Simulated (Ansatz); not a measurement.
# ClFH2NSi: the cost of one run

Method: the settings change from run to run; program: Ansatz 0.2.0, Gaussian basis.

## (1) The molecule

An earlier PBE0-D4 in a triple-zeta def2 set relaxation fixed the geometry.

SMILES `[NH][SiH](F)Cl`, 6 atoms, charge 0, spin multiplicity 2.

Atoms are counted from 1 here; the program's logs count them from 0.

Bond lengths: N1–Si2 1.728 Å, N1–H5 1.022 Å, Si2–F3 1.590 Å, Si2–Cl4 2.036 Å, Si2–H6 1.469 Å. Angles: Si2–N1–H5 115.8°, N1–Si2–F3 113.5°, N1–Si2–Cl4 106.0°, N1–Si2–H6 110.5°, F3–Si2–Cl4 108.6°, F3–Si2–H6 107.8°, Cl4–Si2–H6 110.4°.

## (2) B2GP-PLYP/def2-TZVP

Options: atoms shaken by 0.08 Å, density fitting with cc-pVTZ-jkfit, the search for lower states set to light.

Contents of in.yaml:

```yaml
crystal:
  periodic: [false, false, false]
  atoms:
    - {symbol: N, position_ang: [-0.968476, 0.841218, -0.255582]}
    - {symbol: Si, position_ang: [0.325180, -0.254608, -0.115112]}
    - {symbol: F, position_ang: [1.802762, 0.137421, -0.456605]}
    - {symbol: Cl, position_ang: [0.161532, -0.943818, 1.878485]}
    - {symbol: H, position_ang: [-0.673234, 1.862104, -0.162622]}
    - {symbol: H, position_ang: [-0.196294, -1.682585, -0.931249]}
basis:
  gaussian: {orbitals: def2-TZVP, fitting: {mean_field: cc-pVTZ-jkfit}}
magnetization: {spin_polarized: true, initial_magnetization: 1}
hamiltonian: {xc: {name: B2GP-PLYP}}
scf: {lower_state_search: light}
output: {forces: true}
```

Command:

```console
> ansatz run in.yaml --threads 2 --pin off --events-out ev --progress --plain --max-ram 32768MiB --backend cpu
```

**Question.** How long does this run take on 2 threads of AMD EPYC 7R13, shared host, and how much memory does it need?

About 17 s, with a peak of 0.4 GiB.
